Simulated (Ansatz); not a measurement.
Born–Oppenheimer molecular dynamics of a periodic cell of 28 atoms, In$_{2}$CuSe$_{3}$I (host In2CuSe3I, host structure Cm). It goes on from the last frame of an earlier run, with new velocities.

All numbers below come from DFT PBEsol, scalar-relativistic, plane waves, PAW (Ansatz 0.2.0). Settings: accuracy low, cutoff 420 eV, k mesh 1x1x1, fermi-dirac smearing 0.05 eV, no spin polarisation.

```
ensemble                      : NVE (velocity Verlet)
time step                     : 4.5 fs
steps asked                   : 400
starting velocities drawn for : 1560 K
seed                          : 426605
```

First frame:

```xyz
28
Lattice="-14.3660 0.0000 0.0000 0.0000 -8.4602 0.0000 -1.2900 0.0000 7.2758" Properties=species:S:1:pos:R:3
In -2.578 -2.985 6.177
In -4.787 -1.642 -0.063
Cu -12.579 -1.990 4.573
Se -7.674 -1.289 -0.014
Se -11.450 -1.981 2.289
Se -4.504 -1.842 5.089
I -14.868 -2.937 3.965
In -10.243 -0.915 4.499
In -11.986 -0.256 0.440
Cu -7.658 1.180 1.105
Se -0.160 -0.823 0.139
Se -5.086 0.016 1.922
Se -12.435 0.190 5.271
I -7.165 0.844 5.197
In -1.333 -7.316 5.589
In -3.646 -6.192 1.262
Cu -8.670 -6.763 3.303
Se -6.325 -5.537 0.587
Se -9.851 -6.950 1.311
Se -3.813 -5.671 6.286
I -15.264 -7.146 2.741
In -9.763 -3.799 7.923
In -11.597 -4.091 -0.202
Cu -5.623 -3.098 3.735
Se 0.528 -5.134 -0.053
Se -4.842 -3.778 1.680
Se -10.857 -3.845 5.369
I -7.977 -3.708 3.687
```

Q: What does the run give?

A: All steps were run.

```
steps done                                               : 400
time covered                                             : 1800 fs
mean temperature over the second half                    : 1209 K
spread of the potential energy over the second half      : 14.7 meV per atom
mean potential energy of the second half above the start : 43.8 meV per atom
```

The conserved energy stayed within 0.48 meV per atom of its start (net change -0.11 meV per atom), so the integration is sound. A run of 1.8 ps of so small a system gives no equilibrium averages. Limits of this set-up: coarse k mesh, low accuracy level.

Q: What happens to the structure?

A: Mean squared displacements from the first frame to the last, about the centre of mass: In 9.02 Å², Cu 4.19 Å², Se 2.29 Å², I 1.78 Å². The details hang on the random start.

Q: How do temperature and energy run in time?

A: 
```csv
time (fs),T (K),potential energy less start (eV),conserved less start (meV/atom)
0.0,1560,0.000,0.00
58.5,1389,0.597,0.07
117.0,1109,1.577,0.10
175.5,1247,1.091,-0.02
234.0,1032,1.845,0.03
292.5,1046,1.797,0.09
351.0,1465,0.328,-0.09
409.5,1213,1.213,0.07
468.0,1171,1.361,0.13
526.5,1535,0.083,-0.13
585.0,1268,1.019,-0.06
643.5,1052,1.774,0.05
702.0,1419,0.490,-0.12
760.5,1472,0.309,0.00
819.0,1351,0.733,0.10
877.5,1366,0.678,0.09
936.0,1384,0.614,-0.06
994.5,1098,1.617,0.16
1053.0,1372,0.659,0.04
1111.5,1363,0.685,-0.03
1170.0,1222,1.182,0.03
1228.5,1279,0.980,0.02
1287.0,1215,1.203,0.02
1345.5,1000,1.957,0.05
1404.0,1181,1.323,-0.01
1462.5,1234,1.137,0.01
1521.0,1132,1.495,0.06
1579.5,1177,1.335,-0.05
1638.0,1214,1.204,-0.07
1696.5,1172,1.355,0.06
1755.0,1271,1.012,0.14
```

The run took 33 min on 4 threads of Arm Neoverse V1, with other jobs on the host, peak memory 1.3 GiB.
